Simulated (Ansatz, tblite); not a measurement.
# The cluster Te3Pb3−: one state, many levels

One table from this session's results is given with a row withheld; the runs are named, their logs left out.

Computed with Ansatz 0.2.0, Gaussian basis. Level: as each input shows.

Plan: GFN1-xTB, GFN2-xTB, PBE-D4/def2-TZVPD, r2SCAN-D4/def2-TZVPD, r2SCAN0-D4/def2-TZVPD, B3LYP-D4/def2-TZVPD, PBE-D4/def2-SVPD, PBE0-D4/def2-SVPD, MP2/def2-SVPD.

2 further runs of the same task are left out: 2 set aside as unsound or not needed.

**The relaxed structure**

The doublet was relaxed beforehand with PBE-D4/def2-SVP. At that level it is the lowest of the isomers that a small search found.

6 atoms, charge -1, spin multiplicity 2.

Bond lengths: Pb1–Te4 2.898 Å, Pb1–Te6 3.064 Å, Pb2–Te5 2.898 Å, Pb2–Te6 3.064 Å, Pb3–Te4 3.017 Å, Pb3–Te5 3.017 Å, Pb3–Te6 3.118 Å. Angles: Te4–Pb1–Te6 96.9°, Te5–Pb2–Te6 96.9°, Te4–Pb3–Te5 104.3°, Te4–Pb3–Te6 93.3°, Te5–Pb3–Te6 93.3°, Pb1–Te4–Pb3 83.7°, Pb2–Te5–Pb3 83.7°, Pb1–Te6–Pb2 65.9°, Pb1–Te6–Pb3 79.4°, Pb2–Te6–Pb3 79.4°.

Pb, Te take a core potential in the def2 sets. No spin-orbit coupling is included. The ion is computed in the gas phase, without counter-ions or solvent.

PBE0-D4/def2-TZVPD was run before; its log isn't repeated, and its numbers join the tables.

Set-up of the first run:

Tight binding, by tblite at 300 K electronic temperature and without a spin-polarisation term:

```python
tblite.interface.Calculator('GFN1-xTB', numbers, positions, charge=-1, uhf=1).singlepoint()
```

Tight binding, by tblite at 300 K electronic temperature and without a spin-polarisation term:

```python
tblite.interface.Calculator('GFN2-xTB', numbers, positions, charge=-1, uhf=1).singlepoint()
```

start.molden holds the orbitals of an earlier run on this state, given as this run's starting guess.

The input, in.yaml:

```yaml
crystal:
  periodic: [false, false, false]
  atoms:
    - {symbol: Pb, position_ang: [-2.028519, 1.033867, -0.502149]}
    - {symbol: Pb, position_ang: [0.665822, 0.111257, -2.231051]}
    - {symbol: Pb, position_ang: [0.914315, -0.455946, 1.668388]}
    - {symbol: Te, position_ang: [-2.084491, -0.778711, 1.758259]}
    - {symbol: Te, position_ang: [1.771296, -2.096878, -0.714405]}
    - {symbol: Te, position_ang: [0.761576, 2.186402, 0.020948]}
basis:
  gaussian: {orbitals: def2-TZVPD, initial_orbitals: start.molden}
total_charge: -1
magnetization: {spin_polarized: true, initial_magnetization: 1}
hamiltonian: {xc: pbe, dispersion: d4}
scf: {omitted_lower_state_checks: [starts]}
output: {orbitals: {seedname: orbitals}}
```

Run with:

```
ansatz run in.yaml --threads 4 --pin off --events-out ev --progress --plain --max-ram 6963MiB
```

Steps of the session up to this table: PBE-D4/def2-TZVPD; r2SCAN-D4/def2-TZVPD; r2SCAN0-D4/def2-TZVPD; B3LYP-D4/def2-TZVPD; PBE-D4/def2-SVPD; PBE0-D4/def2-SVPD; MP2/def2-SVPD.

One of the session's tables, all rows but one given; the rest of the session is left out.

It belongs to the step «Levels side by side». 

```
                level  HOMO (eV)  gap (eV)
     PBE-D4/def2-SVPD      -0.68      0.43
    PBE-D4/def2-TZVPD      -0.70      0.45
 r2SCAN-D4/def2-TZVPD      -0.97      0.85
  B3LYP-D4/def2-TZVPD      -1.26      1.34
    PBE0-D4/def2-SVPD          ?         ?
   PBE0-D4/def2-TZVPD      -1.46      1.74
r2SCAN0-D4/def2-TZVPD      -1.68      2.06
```

Q: Estimate the row for PBE0-D4/def2-SVPD from the others.

As computed: HOMO (eV): -1.44; gap (eV): 1.71. In the column «HOMO (eV)» it lies between PBE0-D4/def2-TZVPD (-1.46) and B3LYP-D4/def2-TZVPD (-1.26).
